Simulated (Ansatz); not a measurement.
# CH2As: the cost of one run

Program: Ansatz 0.2.0, Gaussian basis. Level of theory: def2-QZVPP, all electrons in the functionals, frozen cores in the correlation of double hybrids and RPA. These are calculated values, not measurements.

The runs, in order: PBE, BLYP, r2SCAN, B97M-V, PBE0, B3LYP, wB97M-V, B2PLYP, at charge 0, quartet; charge 0, doublet; charge 0, sextet; charge 1, triplet; charge 1, quintet (not every functional at every point).

10 further runs of the same task are left out: 1 that didn't finish, 9 set aside as unsound or not needed.

### Step 1. What is computed

The geometry is a PBE0/def2-TZVP stationary point (not a proven minimum). No spin-orbit coupling is included. The filled d shell of As may be among the frozen orbitals whatever the setting's name suggests.

4 atoms, charge 0, spin multiplicity 4.

Atoms are counted from 1 here; the program's logs count them from 0.

Bond lengths: C1–As2 1.986 Å, C1–H3 1.084 Å, C1–H4 1.084 Å. Angles: As2–C1–H3 121.0°, As2–C1–H4 121.0°, H3–C1–H4 117.9°.

No dispersion term is added; B97M-V, wB97M-V hold VV10 nonlocal correlation. B3LYP takes the VWN-RPA correlation.

The geometry shown and the zero of energy belong to the point charge 0, quartet. The yardstick, RCCSD(T), and other wave-function levels (R restricted, U unrestricted, valence and pair active spaces) come from earlier runs.

### Step 2. PBE, charge 0, quartet

in.yaml reads:

```yaml
crystal:
  periodic: [false, false, false]
  atoms:
    - {symbol: C, position_ang: [0.000000, 0.000000, 1.660305]}
    - {symbol: As, position_ang: [0.000000, 0.000000, -0.325876]}
    - {symbol: H, position_ang: [0.000000, 0.929041, 2.219228]}
    - {symbol: H, position_ang: [0.000000, -0.929041, 2.219228]}
basis:
  gaussian: {orbitals: "def2-QZVPP.json"}
magnetization: {spin_polarized: true, initial_magnetization: 3}
hamiltonian: {xc: {name: PBE}}
output: {orbitals: {seedname: orbitals}}
```

The run is started by

```
$ ansatz run in.yaml --threads 1 --pin off --events-out ev --progress --plain --max-ram 2393MiB
```

**Question.** How long does this run take on 1 thread of Arm Neoverse V2, shared host?

About 4.8 s.
